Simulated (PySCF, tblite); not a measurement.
# C3H12N2OSi: geometry, infrared bands and NMR shifts

Aim: predict the infrared bands and NMR shifts of C3H12N2OSi (`CCOC[SiH](N)N`).

The runs use tblite 0.8.0 and PySCF 2.14.0, with density-fitted response routines of our own; the level of theory stands in each step. All values are computed, except where a source is named. Atoms are numbered from 0 throughout.

## Step 1: The molecule as given

19 atoms, charge 0, multiplicity 1; geometry from: force field or distance geometry start.

Bonds of the start (Å): C0–C1 1.52, C1–O2 1.35, O2–C3 1.37, C3–Si4 1.86, Si4–N5 1.80, Si4–N6 1.79, C0–H7 1.12, C0–H8 1.13, C0–H9 1.11, C1–H10 1.13, C1–H11 1.11, C3–H12 1.10, C3–H13 1.11, Si4–H14 1.48, N5–H15 1.04, N5–H16 1.04, N6–H17 1.05, N6–H18 1.02.

## Step 2: Optimising the geometry with GFN2-xTB

What the job is given:

```
{"job": {"kind": "relax", "xc": "GFN2-xTB", "basis": "xTB"}, "charge": 0, "multiplicity": 1}
C      2.758000     0.115100     0.082500
C      1.943500    -1.161800    -0.010000
O      0.687300    -0.829900    -0.363700
C     -0.019400     0.021600     0.445700
Si    -1.693000     0.270800    -0.317400
N     -2.923300    -0.910400     0.247600
N     -2.339300     1.898300     0.059700
H      2.921000     0.460300     1.130200
H      3.750700    -0.035000    -0.426100
H      2.279600     0.947000    -0.484300
H      2.384800    -1.768700    -0.850800
H      2.031200    -1.791500     0.898700
H      0.459500     1.015800     0.442400
H     -0.051300    -0.265400     1.520500
H     -1.513700     0.108100    -1.779800
H     -2.679100    -1.877600    -0.043800
H     -3.813000    -0.669500    -0.226000
H     -2.588600     1.884300     1.080000
H     -1.604700     2.597800    -0.073100
```

Command:

```bash
OMP_NUM_THREADS=1 python probes_run.py task.json out
```

One launch serves the whole session: the jobs run in the order shown.

**Question.** This job is followed by: GFN2-xTB harmonic vibrations, gas phase; GIAO PBE0/pcSseg-1 NMR shielding, non-relativistic, gas phase. What will the session give for the following? strongest single infrared mode (GFN2-xTB); zero-point energy (GFN2-xTB); 13C shifts against TMS (PBE0/pcSseg-1); 1H shifts against TMS (PBE0/pcSseg-1, means over atoms taken as alike); 17O shifts against H2O (PBE0/pcSseg-1); 29Si shifts against TMS (PBE0/pcSseg-1); 15N shifts against NH3 (PBE0/pcSseg-1, means over atoms taken as alike).

As calculated:

| quantity | value |
| --- | --- |
| strongest single infrared mode (GFN2-xTB) | 2203 cm⁻¹, 324 km/mol |
| zero-point energy (GFN2-xTB) | 97.6 kcal/mol |
| 13C shifts against TMS (PBE0/pcSseg-1) | 72.9, 65.5, 14.7 ppm |
| 1H shifts against TMS (PBE0/pcSseg-1, means over atoms taken as alike) | 5.15, 3.75, 2.93, 1.16, 0.34 ppm |
| 17O shifts against H2O (PBE0/pcSseg-1) | 22.8 ppm |
| 29Si shifts against TMS (PBE0/pcSseg-1) | -24.8 ppm |
| 15N shifts against NH3 (PBE0/pcSseg-1, means over atoms taken as alike) | 16.5 ppm |

**Reading.** Over 154 steps the energy fell by 0.797 eV; of the close pairs, Si4–N5 changed most, 1.797 to 1.723 Å. No mode is imaginary among the 51: a minimum at this level. The strongest single mode, at 2203 cm⁻¹, moves mainly H14. Unscaled tight-binding wavenumbers are off by several per cent, some by more. Its intensities can rank the bands wrongly. The most deshielded carbon is C1 (sp3 CH2 bonded to O), at 72.9 ppm: deshielded by the electronegative neighbour.
